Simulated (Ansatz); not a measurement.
# SnH4− (doublet): the correlation ladder, def2-SVPD

Aim: climb from Hartree-Fock through coupled cluster for SnH4− (doublet) at one geometry and basis, and see what each rung misses.

Program: Ansatz 0.2.0, Gaussian basis. Level of theory: def2-SVPD, core rule «outside noble gas», up to 9 orbitals frozen. These are calculated values, not measurements.

The runs, in order: UHF; CCSD(T) on ROHF; CCSD(T) on UHF; BCCD(T) on ROHF; CISD as a restricted active space (open shells left free, so some higher excitations enter); CCSDT(Q) on ROHF; CCSDT(Q) on UHF.

34 further runs of the same task are left out: 10 for a known fault of the program, 9 that didn't finish, 15 set aside as unsound or not needed. Runs told in other sessions of the task aren't counted.

**1. What is computed**

The geometry is a PBE0/def2-TZVPD stationary point (not a proven minimum). No spin-orbit coupling is included. Elements past krypton take def2 core potentials.

5 atoms, charge -1, spin multiplicity 2.

Atoms are counted from 1 here; the program's logs count them from 0.

Bond lengths: Sn1–H2 1.755 Å, Sn1–H3 1.755 Å, Sn1–H4 1.755 Å, Sn1–H5 1.755 Å. Angles: H2–Sn1–H3 109.5°, H2–Sn1–H4 109.5°, H2–Sn1–H5 109.5°, H3–Sn1–H4 109.5°, H3–Sn1–H5 109.5°, H4–Sn1–H5 109.5°.

**2. UHF**

in.yaml reads:

```yaml
crystal:
  periodic: [false, false, false]
  atoms:
    - {symbol: Sn, position_ang: [0.000000, 0.000000, 0.000000]}
    - {symbol: H, position_ang: [1.011902, 1.015702, 1.012898]}
    - {symbol: H, position_ang: [-1.014802, -1.011602, 1.014099]}
    - {symbol: H, position_ang: [-1.012200, 1.011298, -1.016999]}
    - {symbol: H, position_ang: [1.015100, -1.015398, -1.009999]}
basis:
  gaussian: {orbitals: def2-SVPD}
total_charge: -1
magnetization: {spin_polarized: true, initial_magnetization: 1}
hamiltonian: {xc: hf}
output: {orbitals: {seedname: orbitals}}
```

Launch:

```sh
> ansatz run in.yaml --threads 1 --pin off --events-out ev --progress --plain --max-ram 2393MiB
```

Further steps of the session: CCSD(T) on ROHF; CCSD(T) on UHF; BCCD(T) on ROHF; CISD as a restricted active space (open shells left free, so some higher excitations enter); CCSDT(Q) on ROHF; CCSDT(Q) on UHF.

Before running them: what should the planned runs give, taken together? Wanted: UCCSDT(Q) from the RHF energy; RMP2 from UCCSDT(Q); UMP2 from UCCSDT(Q); RCCSD from UCCSDT(Q); RCCSD(T) from UCCSDT(Q); UCCSD(T) from UCCSDT(Q); RCCSDT(Q) from UCCSDT(Q); T1 diagnostic.

As calculated:

```
                         quantity                                                   value
    UCCSDT(Q) from the ROHF energy                                              -4.3152 eV
              RMP2 from UCCSDT(Q)                                             +1015.0 meV
              UMP2 from UCCSDT(Q)                                             +1012.6 meV
             RCCSD from UCCSDT(Q)                                              +135.8 meV
          RCCSD(T) from UCCSDT(Q)                                               +29.1 meV
          UCCSD(T) from UCCSDT(Q)                                               +28.9 meV
         RCCSDT(Q) from UCCSDT(Q)                                                +0.4 meV
levels within 1 kcal/mol (43 meV)  RCCSD(T), UCCSD(T), BCCD(T), RCCSDT, UCCSDT, RCCSDT(Q)
                    T1 diagnostic                                                   0.023
```

In words: RCCSD(T) lands +29.1 meV from the yardstick (0.7 % of the correlation energy). These misses are within one basis, not against nature; the frozen cores of restricted and unrestricted runs differ, which can shift their rows. The highest orbital lies above zero: the basis alone holds the extra electron.

With open shells the CI space here admits some higher excitations, so it is larger than plain CISD.
